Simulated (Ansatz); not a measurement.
# HfBO: the cost of one run

Method: DFT PBE, scalar-relativistic, plane waves, PAW, in Ansatz 0.2.0.

**1. The structure to begin with**

Symmetry: P-6m2, No. 187, hexagonal system. Conventional cell: a = 4.020 Å, b = 4.020 Å, c = 6.117 Å, α = 90.00°, β = 90.00°, γ = 120.00°. Around Hf (site symmetry -6m2) lie 3 B at 2.32 Å. Hf (site symmetry -6m2) is surrounded by 2 O at 1.55 Å and 3 B at 2.32 Å. B (site symmetry -6m2) is surrounded by 3 Hf at 2.32 Å. B (site symmetry -6m2) is surrounded by 2 O at 1.51 Å and 3 Hf at 2.32 Å. O (site symmetry 3m) has 1 B at 1.51 Å and 1 Hf at 1.55 Å in its first shell of neighbours.

Structure file:

```xyz
6
Lattice="4.0200 0.0000 0.0000 -2.0100 3.4814 0.0000 0.0000 0.0000 6.1172" Properties=species:S:1:pos:R:3 pbc="T T T"
Hf    2.0100    1.1605    3.0586
Hf    0.0000    2.3209    0.0000
B     2.0100    1.1605    0.0000
B     0.0000    2.3209    3.0586
O     0.0000    2.3209    4.5653
O     0.0000    2.3209    1.5519
```

The cell is invented: random cell by space group and Wyckoff sites (P-6m2, No. 187). The dimensions are guesses.

**2. A first look at the guess**

Input file input.yaml:

```yaml
crystal:
  lattice:
    - [4.0199827, 0.0, 0.0]
    - [-2.00999135, 3.48140714, 0.0]
    - [0.0, 0.0, 6.11717652]
  atoms:
    - { symbol: Hf, position: [0.66666667, 0.33333333, 0.5] }
    - { symbol: Hf, position: [0.33333333, 0.66666667, 0.0] }
    - { symbol: B, position: [0.66666667, 0.33333333, 0.0] }
    - { symbol: B, position: [0.33333333, 0.66666667, 0.5] }
    - { symbol: O, position: [0.33333333, 0.66666667, 0.74630962] }
    - { symbol: O, position: [0.33333333, 0.66666667, 0.25369038] }
basis:
  ecutwfc: 420
kpoints:
  mp_grid: { grid: [6, 6, 4] }
hamiltonian:
  xc: pbe
scf:
  occupations: { method: gaussian, width: 0.1 }
  lower_state_search: "off"
output:
  forces: true
  stress: true
  eigenvalues: true
```

Run with:

```
$ ansatz run input.yaml --threads 1 --pin off --max-ram 2560MiB --backend cpu --events-out ev --progress --plain --runs-dir out
```

Q: Estimate wall time and peak memory on 1 thread of INTEL XEON PLATINUM 8581C at 2.30GHz (Emerald Rapids), shared host.

About 4.2 s, with a peak of 0.4 GiB.
